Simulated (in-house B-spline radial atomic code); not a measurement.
# Ta¹⁰⁺: excited configurations in jj coupling

Wanted: excitation energies of Ta¹⁰⁺ as differences of total energies (ΔSCF).

Program: in-house B-spline radial atomic code version 1. Level of theory: Dirac-Hartree-Fock, average of configuration, Fermi nucleus, basis-set limit. These are calculated values, not measurements, unless marked.

## 1. The system

- element: tantalum (Z = 73)
- charge: +10
- electrons: 63
- configuration: 1s2 2s2 2p6 3s2 3p6 3d10 4s2 4p6 4d10 4f-6 4f+7 5s2 5p-2
- Hamiltonian: Dirac-Coulomb
- nucleus: Fermi, rms radius 5.351 fm

In configurations, a minus sign after the shell means j = l − 1/2 and a plus sign j = l + 1/2; the count of electrons follows.

The run's settings:

```ini
Z = 73
electrons = 63.0
configuration = 1s2 2s2 2p6 3s2 3p6 3d10 4s2 4p6 4d10 4f-6 4f+7 5s2 5p-2
hamiltonian = dirac
method = hf
spin_polarised = False
nucleus = fermi
rms_radius = 5.3507
mass_number = 181
atomic_mass = 180.947998528
speed_of_light = 137.035999084
```

From the earlier run of the reference: total energy -15587.179614 hartree. Levels, eight at most:

```tsv
orbital	occupation	energy (eV)	<r> (bohr)
4p1/2	2	-666.01	0.4642
4p3/2	4	-599.02	0.4958
4d3/2	4	-434.35	0.5130
4d5/2	6	-420.04	0.5233
5s1/2	2	-236.56	1.029
4f5/2	6	-212.01	0.5823
4f7/2	7	-208.94	0.5878
5p1/2	2	-205.22	1.095
```

## 2. Run with 1s2 2s2 2p6 3s2 3p6 3d10 4s2 4p6 4d-4 4d+5 4f-5 4f+8 5s2 5p+2 7f-1

Changes to the settings of step 1:

```diff
@@ -2,3 +2,3 @@
 electrons = 63.0
-configuration = 1s2 2s2 2p6 3s2 3p6 3d10 4s2 4p6 4d10 4f-6 4f+7 5s2 5p-2
+configuration = 1s2 2s2 2p6 3s2 3p6 3d10 4s2 4p6 4d-4 4d+5 4f-5 4f+8 5s2 5p+2 7f-1
 hamiltonian = dirac
```

From the run's result record (rounded, not every field):

```text
{
  "status": "converged",
  "iterations": 10,
  "energy [hartree]": {"total": -15572.5027177, "kinetic": 17474.0982599, "nuclear": -38379.5495889, "coulomb": 5633.40661678, "exact_exchange": -300.458005521},
  "breit [hartree]": {"gaunt": 18.29099, "retardation": -1.934575, "frequency_dependence": -0.3109117},
  "qed [hartree]": {"self_energy": 13.29701, "uehling": -2.458066, "wichmann_kroll": 0.09561983},
  "recoil [hartree]": 0.02935502,
  "total_with_corrections [hartree]": -15545.4932994,
  "orbitals [hartree, bohr; first row names the columns]": [
    ["name", "occ", "eps", "<r>"],
    ["1s1/2", 2.0, -2500.9379, 0.018662],
    ["2s1/2", 2.0, -441.04718, 0.078277],
    ["2p1/2", 2.0, -420.93726, 0.064945],
    ["2p3/2", 4.0, -374.13719, 0.072738],
    ["3s1/2", 2.0, -109.07672, 0.20372],
    ["3p1/2", 2.0, -100.15405, 0.19401],
    ["3p3/2", 4.0, -89.936113, 0.20834],
    ["3d3/2", 4.0, -75.114837, 0.18281],
    ["3d5/2", 6.0, -72.91263, 0.18756],
    ["4s1/2", 2.0, -29.210702, 0.45674],
    ["4p1/2", 2.0, -25.470424, 0.46334],
    ["4p3/2", 4.0, -23.036788, 0.49329],
    ["4d3/2", 4.0, -16.922442, 0.50844],
    ["4d5/2", 5.0, -16.548113, 0.51896],
    ["4f5/2", 5.0, -8.7816987, 0.56446],
    ["4f7/2", 8.0, -8.6668336, 0.57243],
    ["5s1/2", 2.0, -9.3807909, 1.0084],
    ["5p3/2", 2.0, -7.7371886, 1.1256],
    ["7f5/2", 1.0, -1.6007233, 4.628]
  ],
  "sum_r [bohr^k]": {"-1": 525.7744, "1": 28.83975, "2": 39.98492},
  "energy_minus_base [hartree]": 14.6768962,
  "energy_minus_base_with_corrections [hartree]": 14.6567973
}
```

Run time: 1.1 s. Hardware: 1 thread, shared host.

energy_minus_base is the energy less that of the reference run.

## 3. Run with 1s2 2s2 2p6 3s2 3p6 3d10 4s2 4p6 4d10 4f-6 4f+7 5s2 5p-1 8d-1

The run's settings:

```ini
Z = 73
electrons = 63.0
configuration = 1s2 2s2 2p6 3s2 3p6 3d10 4s2 4p6 4d10 4f-6 4f+7 5s2 5p-1 8d-1
hamiltonian = dirac
method = hf
spin_polarised = False
nucleus = fermi
rms_radius = 5.3507
mass_number = 181
atomic_mass = 180.947998528
speed_of_light = 137.035999084
```

Main fields:

```text
{
  "status": "converged",
  "iterations": 10,
  "energy [hartree]": {"total": -15581.1019868, "kinetic": 17483.2822402, "nuclear": -38425.2192115, "coulomb": 5663.88875659, "exact_exchange": -303.053772042},
  "breit [hartree]": {"gaunt": 18.30283, "retardation": -1.935368, "frequency_dependence": -0.3095857},
  "qed [hartree]": {"self_energy": 13.29428, "uehling": -2.457927, "wichmann_kroll": 0.09561478},
  "recoil [hartree]": 0.02931946,
  "total_with_corrections [hartree]": -15554.0828235,
  "orbitals [hartree, bohr; first row names the columns]": [
    ["name", "occ", "eps", "<r>"],
    ["1s1/2", 2.0, -2500.2981, 0.018662],
    ["2s1/2", 2.0, -440.41121, 0.078282],
    ["2p1/2", 2.0, -420.29671, 0.064946],
    ["2p3/2", 4.0, -373.50176, 0.072747],
    ["3s1/2", 2.0, -108.53022, 0.20378],
    ["3p1/2", 2.0, -99.63227, 0.19408],
    ["3p3/2", 4.0, -89.373223, 0.20844],
    ["3d3/2", 4.0, -74.582848, 0.18297],
    ["3d5/2", 6.0, -72.347058, 0.18735],
    ["4s1/2", 2.0, -28.800742, 0.45813],
    ["4p1/2", 2.0, -25.102783, 0.46467],
    ["4p3/2", 4.0, -22.659958, 0.49547],
    ["4d3/2", 4.0, -16.602712, 0.51204],
    ["4d5/2", 6.0, -16.082091, 0.52268],
    ["4f5/2", 6.0, -8.4244158, 0.57735],
    ["4f7/2", 7.0, -8.3168275, 0.58369],
    ["5s1/2", 2.0, -9.1758118, 1.0183],
    ["5p1/2", 1.0, -8.105995, 1.0786],
    ["8d3/2", 1.0, -1.4440842, 5.4853]
  ],
  "sum_r [bohr^k]": {"-1": 526.4, "1": 29.26235, "2": 48.54493},
  "energy_minus_base [hartree]": 6.07762708,
  "energy_minus_base_with_corrections [hartree]": 6.0672732
}
```

Run time: 1.2 s. Hardware: 1 thread, shared host.

## 4. Run with 1s2 2s2 2p6 3s2 3p6 3d10 4s2 4p6 4d10 4f-6 4f+7 5s2 5p+1 9p-1

Changes to the settings of step 3:

```diff
@@ -2,3 +2,3 @@
 electrons = 63.0
-configuration = 1s2 2s2 2p6 3s2 3p6 3d10 4s2 4p6 4d10 4f-6 4f+7 5s2 5p-1 8d-1
+configuration = 1s2 2s2 2p6 3s2 3p6 3d10 4s2 4p6 4d10 4f-6 4f+7 5s2 5p+1 9p-1
 hamiltonian = dirac
```

Main fields:

```text
{
  "status": "converged",
  "iterations": 10,
  "energy [hartree]": {"total": -15580.4403111, "kinetic": 17481.5538974, "nuclear": -38418.3995249, "coulomb": 5659.42914119, "exact_exchange": -303.023824797},
  "breit [hartree]": {"gaunt": 18.29837, "retardation": -1.93539, "frequency_dependence": -0.3102977},
  "qed [hartree]": {"self_energy": 13.29472, "uehling": -2.457811, "wichmann_kroll": 0.09560971},
  "recoil [hartree]": 0.02932566,
  "total_with_corrections [hartree]": -15553.4257805,
  "orbitals [hartree, bohr; first row names the columns]": [
    ["name", "occ", "eps", "<r>"],
    ["1s1/2", 2.0, -2500.3852, 0.018662],
    ["2s1/2", 2.0, -440.48822, 0.078282],
    ["2p1/2", 2.0, -420.36505, 0.064947],
    ["2p3/2", 4.0, -373.58324, 0.072745],
    ["3s1/2", 2.0, -108.60365, 0.20377],
    ["3p1/2", 2.0, -99.694525, 0.1941],
    ["3p3/2", 4.0, -89.451547, 0.20842],
    ["3d3/2", 4.0, -74.653609, 0.18297],
    ["3d5/2", 6.0, -72.421982, 0.18735],
    ["4s1/2", 2.0, -28.874414, 0.45806],
    ["4p1/2", 2.0, -25.153004, 0.46489],
    ["4p3/2", 4.0, -22.742704, 0.49525],
    ["4d3/2", 4.0, -16.666297, 0.5116],
    ["4d5/2", 6.0, -16.157805, 0.5227],
    ["4f5/2", 6.0, -8.4885037, 0.5759],
    ["4f7/2", 7.0, -8.3904188, 0.58366],
    ["5s1/2", 2.0, -9.2273466, 1.0181],
    ["5p3/2", 1.0, -7.6782551, 1.1389],
    ["9p1/2", 1.0, -1.2416426, 6.5863]
  ],
  "sum_r [bohr^k]": {"-1": 526.3066, "1": 30.4121, "2": 63.34962},
  "energy_minus_base [hartree]": 6.73930275,
  "energy_minus_base_with_corrections [hartree]": 6.72431625
}
```

Run time: 1.2 s. Hardware: 1 thread, shared host.

## 5. Run with 1s2 2s2 2p6 3s2 3p6 3d10 4s2 4p6 4d10 4f-5 4f+7 5s2 5p-1 5p+1 7g-1

Changes to the settings of step 4:

```diff
@@ -2,3 +2,3 @@
 electrons = 63.0
-configuration = 1s2 2s2 2p6 3s2 3p6 3d10 4s2 4p6 4d10 4f-6 4f+7 5s2 5p+1 9p-1
+configuration = 1s2 2s2 2p6 3s2 3p6 3d10 4s2 4p6 4d10 4f-5 4f+7 5s2 5p-1 5p+1 7g-1
 hamiltonian = dirac
```

Main fields:

```text
{
  "status": "converged",
  "iterations": 10,
  "energy [hartree]": {"total": -15580.4163562, "kinetic": 17483.216859, "nuclear": -38401.0244217, "coulomb": 5638.5321003, "exact_exchange": -301.140893809},
  "breit [hartree]": {"gaunt": 18.31216, "retardation": -1.93749, "frequency_dependence": -0.3102655},
  "qed [hartree]": {"self_energy": 13.2965, "uehling": -2.458065, "wichmann_kroll": 0.09562046},
  "recoil [hartree]": 0.02933891,
  "total_with_corrections [hartree]": -15553.3885563,
  "orbitals [hartree, bohr; first row names the columns]": [
    ["name", "occ", "eps", "<r>"],
    ["1s1/2", 2.0, -2500.6452, 0.018662],
    ["2s1/2", 2.0, -440.81696, 0.078287],
    ["2p1/2", 2.0, -420.68826, 0.06495],
    ["2p3/2", 4.0, -373.90582, 0.072751],
    ["3s1/2", 2.0, -108.99815, 0.20378],
    ["3p1/2", 2.0, -100.08158, 0.19406],
    ["3p3/2", 4.0, -89.848734, 0.20844],
    ["3d3/2", 4.0, -75.015297, 0.18292],
    ["3d5/2", 6.0, -72.818624, 0.18738],
    ["4s1/2", 2.0, -29.205604, 0.45694],
    ["4p1/2", 2.0, -25.465419, 0.46328],
    ["4p3/2", 4.0, -23.055942, 0.49357],
    ["4d3/2", 4.0, -16.897597, 0.50925],
    ["4d5/2", 6.0, -16.461297, 0.51957],
    ["4f5/2", 5.0, -8.7641095, 0.5666],
    ["4f7/2", 7.0, -8.6831485, 0.57226],
    ["5s1/2", 2.0, -9.3881407, 1.009],
    ["5p1/2", 1.0, -8.247455, 1.0673],
    ["5p3/2", 1.0, -7.7593007, 1.127],
    ["7g7/2", 1.0, -1.2640957, 5.5692]
  ],
  "sum_r [bohr^k]": {"-1": 526.0685, "1": 29.68982, "2": 50.91907},
  "energy_minus_base [hartree]": 6.76325766,
  "energy_minus_base_with_corrections [hartree]": 6.76154038
}
```

Wall time 1.3 s (1 thread, shared host).

## 6. Run with 1s2 2s2 2p6 3s2 3p6 3d10 4s2 4p6 4d10 4f-6 4f+7 5s2 5p-1 6d-1

The run's settings:

```ini
Z = 73
electrons = 63.0
configuration = 1s2 2s2 2p6 3s2 3p6 3d10 4s2 4p6 4d10 4f-6 4f+7 5s2 5p-1 6d-1
hamiltonian = dirac
method = hf
spin_polarised = False
nucleus = fermi
rms_radius = 5.3507
mass_number = 181
atomic_mass = 180.947998528
speed_of_light = 137.035999084
```

Main fields:

```text
{
  "status": "converged",
  "iterations": 10,
  "energy [hartree]": {"total": -15582.734417, "kinetic": 17484.9289696, "nuclear": -38443.1909776, "coulomb": 5678.62259864, "exact_exchange": -303.095007691},
  "breit [hartree]": {"gaunt": 18.30369, "retardation": -1.93549, "frequency_dependence": -0.3095768},
  "qed [hartree]": {"self_energy": 13.29415, "uehling": -2.457908, "wichmann_kroll": 0.09561405},
  "recoil [hartree]": 0.0293228,
  "total_with_corrections [hartree]": -15555.7146169,
  "orbitals [hartree, bohr; first row names the columns]": [
    ["name", "occ", "eps", "<r>"],
    ["1s1/2", 2.0, -2500.0511, 0.018662],
    ["2s1/2", 2.0, -440.16561, 0.078283],
    ["2p1/2", 2.0, -420.05148, 0.064946],
    ["2p3/2", 4.0, -373.25559, 0.072747],
    ["3s1/2", 2.0, -108.2901, 0.20378],
    ["3p1/2", 2.0, -99.392036, 0.19408],
    ["3p3/2", 4.0, -89.133113, 0.20844],
    ["3d3/2", 4.0, -74.343019, 0.18298],
    ["3d5/2", 6.0, -72.105871, 0.18736],
    ["4s1/2", 2.0, -28.565118, 0.45816],
    ["4p1/2", 2.0, -24.868331, 0.46469],
    ["4p3/2", 4.0, -22.424586, 0.49553],
    ["4d3/2", 4.0, -16.370159, 0.51209],
    ["4d5/2", 6.0, -15.84688, 0.5228],
    ["4f5/2", 6.0, -8.191687, 0.57805],
    ["4f7/2", 7.0, -8.0829386, 0.58435],
    ["5s1/2", 2.0, -8.9573753, 1.0196],
    ["5p1/2", 1.0, -7.8942144, 1.0799],
    ["6d3/2", 1.0, -3.0771613, 2.4761]
  ],
  "sum_r [bohr^k]": {"-1": 526.6462, "1": 26.2673, "2": 21.7842},
  "energy_minus_base [hartree]": 4.4451969,
  "energy_minus_base_with_corrections [hartree]": 4.43547985
}
```

Run time: 1.2 s. Hardware: 1 thread, shared host.

## 7. Configuration 1s2 2s2 2p6 3s2 3p6 3d10 4s2 4p6 4d10 4f-6 4f+6 5s2 5p+2 6f-1

Changes to the settings of step 6:

```diff
@@ -2,3 +2,3 @@
 electrons = 63.0
-configuration = 1s2 2s2 2p6 3s2 3p6 3d10 4s2 4p6 4d10 4f-6 4f+7 5s2 5p-1 6d-1
+configuration = 1s2 2s2 2p6 3s2 3p6 3d10 4s2 4p6 4d10 4f-6 4f+6 5s2 5p+2 6f-1
 hamiltonian = dirac
```

Main fields:

```text
{
  "status": "converged",
  "iterations": 10,
  "energy [hartree]": {"total": -15581.0513338, "kinetic": 17482.803213, "nuclear": -38409.7276581, "coulomb": 5647.53668979, "exact_exchange": -301.663578422},
  "breit [hartree]": {"gaunt": 18.3109, "retardation": -1.937451, "frequency_dependence": -0.3109675},
  "qed [hartree]": {"self_energy": 13.29644, "uehling": -2.457916, "wichmann_kroll": 0.095614},
  "recoil [hartree]": 0.02934783,
  "total_with_corrections [hartree]": -15554.0253657,
  "orbitals [hartree, bohr; first row names the columns]": [
    ["name", "occ", "eps", "<r>"],
    ["1s1/2", 2.0, -2500.5174, 0.018662],
    ["2s1/2", 2.0, -440.67445, 0.078286],
    ["2p1/2", 2.0, -420.53802, 0.064952],
    ["2p3/2", 4.0, -373.76766, 0.072749],
    ["3s1/2", 2.0, -108.85278, 0.20378],
    ["3p1/2", 2.0, -99.946367, 0.19413],
    ["3p3/2", 4.0, -89.69615, 0.20841],
    ["3d3/2", 4.0, -74.906578, 0.18302],
    ["3d5/2", 6.0, -72.647636, 0.18732],
    ["4s1/2", 2.0, -29.073819, 0.45696],
    ["4p1/2", 2.0, -25.357473, 0.46362],
    ["4p3/2", 4.0, -22.91259, 0.49349],
    ["4d3/2", 4.0, -16.850012, 0.5088],
    ["4d5/2", 6.0, -16.274972, 0.52001],
    ["4f5/2", 6.0, -8.6570336, 0.5653],
    ["4f7/2", 6.0, -8.5354173, 0.57363],
    ["5s1/2", 2.0, -9.2561398, 1.0102],
    ["5p3/2", 2.0, -7.614782, 1.1284],
    ["6f5/2", 1.0, -2.2934376, 3.0737]
  ],
  "sum_r [bohr^k]": {"-1": 526.1878, "1": 27.25525, "2": 26.43945},
  "energy_minus_base [hartree]": 6.12828012,
  "energy_minus_base_with_corrections [hartree]": 6.12473102
}
```

It took 1.2 s on 1 thread, shared host.

## 8. Energies above the reference

| net move | configuration | energy above the reference (eV) | with Breit, QED, recoil (eV) | largest <r> (bohr) |
| --- | --- | --- | --- | --- |
| 5p1/2 → 6d3/2 | 1s2 2s2 2p6 3s2 3p6 3d10 4s2 4p6 4d10 4f-6 4f+7 5s2 5p-1 6d-1 | 120.96 | 120.70 | 2.48 |
| 5p1/2 → 8d3/2 | 1s2 2s2 2p6 3s2 3p6 3d10 4s2 4p6 4d10 4f-6 4f+7 5s2 5p-1 8d-1 | 165.38 | 165.10 | 5.49 |
| 4f7/2, 2×5p1/2 → 2×5p3/2, 6f5/2 | 1s2 2s2 2p6 3s2 3p6 3d10 4s2 4p6 4d10 4f-6 4f+6 5s2 5p+2 6f-1 | 166.76 | 166.66 | 3.07 |
| 2×5p1/2 → 5p3/2, 9p1/2 | 1s2 2s2 2p6 3s2 3p6 3d10 4s2 4p6 4d10 4f-6 4f+7 5s2 5p+1 9p-1 | 183.39 | 182.98 | 6.59 |
| 4f5/2, 5p1/2 → 5p3/2, 7g7/2 | 1s2 2s2 2p6 3s2 3p6 3d10 4s2 4p6 4d10 4f-5 4f+7 5s2 5p-1 5p+1 7g-1 | 184.04 | 183.99 | 5.57 |
| 4d5/2, 4f5/2, 2×5p1/2 → 4f7/2, 2×5p3/2, 7f5/2 | 1s2 2s2 2p6 3s2 3p6 3d10 4s2 4p6 4d-4 4d+5 4f-5 4f+8 5s2 5p+2 7f-1 | 399.38 | 398.83 | 4.63 |

At the bottom stands 5p1/2 → 6d3/2 (120.96 eV), at the top 4d5/2, 4f5/2, 2×5p1/2 → 4f7/2, 2×5p3/2, 7f5/2 (399.38 eV). 1 of them lies more than 2 % above the ionisation threshold that Koopmans' theorem gives (205.22 eV), where such states can decay by emitting an electron. Two partly filled shells share a symmetry and can mix in the average, which may lower the energy, for: 4d5/2, 4f5/2, 2×5p1/2 → 4f7/2, 2×5p3/2, 7f5/2. These are averages over configurations, without correlation, not spectroscopic levels.
